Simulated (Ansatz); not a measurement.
# C2H3NSe: rigid scan of one bond length in Python

How does the energy of C2H3NSe change as one bond is stretched? The task is a rigid scan of one bond length, for C2H3NSe.

All numbers are computed with Ansatz 0.2.0 through its Python package. Level of theory: B3LYP/def2-SVP.

## 1. The structure

Bond lengths: C1–N2 1.294 Å, N2–C3 1.418 Å, C1–Se4 1.908 Å, C3–Se4 1.715 Å, C1–H5 1.151 Å, C3–H6 1.121 Å, C3–H7 1.160 Å. Angles: C1–N2–C3 92.7°, N2–C1–Se4 98.7°, N2–C1–H5 129.9°, Se4–C1–H5 131.4°, N2–C3–Se4 103.2°, N2–C3–H6 110.1°, N2–C3–H7 110.2°, Se4–C3–H6 114.0°, Se4–C3–H7 110.7°, H6–C3–H7 108.5°, C1–Se4–C3 65.4°.

No structure file is read: the coordinates are typed or built in the script.

## 2. The script

Contents of run_scan.py:

```python
"""Stretching a bond of C2H3NSe, the rest held rigid."""

import ansatz
import numpy as np

BASIS = "def2-SVP"
FUNCTIONAL = "b3lyp"

GEOMETRY = """
C    -0.84370    0.52690   -0.57670
N     0.13610    0.96830    0.14420
C     0.61140   -0.33880    0.41810
Se   -0.47750   -1.34120   -0.44760
H    -1.67550    1.10420   -1.12430
H     0.61840   -0.52280    1.52350
H     1.69210   -0.46460    0.01710
"""


def main() -> None:
    molecule = ansatz.Crystal.molecule()
    for line in GEOMETRY.strip().splitlines():
        symbol, *xyz = line.split()
        molecule = molecule.atom(symbol, [float(v) for v in xyz])

    symbols = [site.symbol for site in molecule.cartesian_sites]
    start = np.array([site.position_ang for site in molecule.cartesian_sites])
    axis = (start[5] - start[2]) / np.linalg.norm(start[5] - start[2])
    moving = [5]
    lengths, energies = [0.986, 1.031, 1.076, 1.121, 1.165, 1.21, 1.255, 1.322], []
    for length in lengths:
        xyz = start.copy()
        xyz[moving] += (length - np.linalg.norm(start[5] - start[2])) * axis
        point = ansatz.Crystal.molecule()
        for symbol, place in zip(symbols, xyz):
            point = point.atom(symbol, place.tolist())
        calculation = point.calculation().basis(gaussian=BASIS).functional(FUNCTIONAL)
        report = calculation.run(threads=1).report
        energies.append(report["free_energy_ev"])
        print(f"r = {length:6.3f} A  E = {energies[-1]:.5f} eV  <S^2> = {abs(report['mean_field']['state']['spin_squared']):.3f}")

    # quartic fit about the minimum
    fit = np.polynomial.Polynomial.fit(lengths, np.array(energies) - min(energies), 4).convert()
    roots = [r.real for r in fit.deriv().roots() if abs(r.imag) < 1e-9 and fit.deriv(2)(r.real) > 0]
    r_e = min(roots, key=lambda r: abs(r - lengths[int(np.argmin(energies))]))
    print(f"minimum of the fit at {r_e:.4f} A, force constant {fit.deriv(2)(r_e):.2f} eV/A^2")


if __name__ == "__main__":
    main()
```

## 3. Launch

Command:

```sh
> python run_scan.py
```

**Question.** What results will this script give? Wanted: range of energy; lowest point, distance.

The runs gave:

| quantity | value |
| --- | --- |
| bond length at the fit's minimum | 1.1058 Å |
| runs compared | 8 |
| range of energy | 0.491 eV |
| lowest point, distance (Å) | 1.12 |

**Reading.** The curve has its lowest point inside the range, at 1.12. The ends stand 0.286 and 0.491 eV above it. The distance scanned is the script's pair 2, 5. Reading the output:
- The rest of the molecule is held rigid at a force-field or estimated start geometry, and the basis set is modest; single-reference methods fail as a bond breaks.
- b3lyp holds the VWN-RPA fit, as in Gaussian; the form of ORCA and Turbomole is b3lyp5.
- The orbitals are restricted, so S² is zero by construction.
